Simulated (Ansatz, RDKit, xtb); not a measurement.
**C3H8BClSi: ranking a sample of isomers**

A sample of isomers of C3H8BClSi is drawn. Aim: find which of them has the lowest free energy at 298.15 K, then its properties. The sample is small against all isomers, and the most stable one of this formula need not be in it.

Plan: many cheap relaxations first (GFN2-xTB), then density-functional screening, relaxation at r2SCAN-D4/def2-SVP, vibrations (at GFN2-xTB) and a final energy. The numbers are computed, not measured.

## 1. Possible bonding patterns

Isomers were taken from a list of plausible structures; this is a sample, not all of them. That gives 4 candidates.

| label | SMILES | spin |
| --- | --- | --- |
| c195 | BC/C=C(/[SiH3])Cl | singlet |
| c434 | C=CC[SiH2]BCl | singlet |
| c699 | C=CB(Cl)C[SiH3] | singlet |
| c770 | Cl[C@@H]1CBC[SiH2]1 | singlet |

Candidates are built by distance geometry, with a force field where one applies, in up to four conformers (letters a to d).

Q: Predict the outcome of this search (final energies at CCSD(T)/def2-SVP + MP2/def2-TZVPP - MP2/def2-SVP).

| quantity | value |
| --- | --- |
| lowest structure found | C=CB(Cl)C[SiH3], singlet |
| next finalist | Cl[C@@H]1CBC[SiH2]1, singlet, 25.2 kcal/mol higher in G |
| share at equilibrium, among the finalists | 100.0 % |

`C=CB(Cl)C[SiH3]` comes out lowest. Among the finalists first place is clear (25.2 kcal/mol); structures outside the list aren't covered. GFN2-xTB, r2SCAN-D4/def2-SVP, r2SCAN-D4/def2-SVP, relaxed, HF/def2-SVP and MP2/def2-SVP already put its bonding pattern lowest among the structures in one piece; HF/STO-3G favours the singlet Cl[C@@H]1CBC[SiH2]1. 4 minima inside the window were never screened. Lowest found is not proven lowest: the search is finite, and each finalist counts with one conformer. Only 4 drawn patterns were tried, so whole families of isomers are missing, and the result ranks this sample alone.
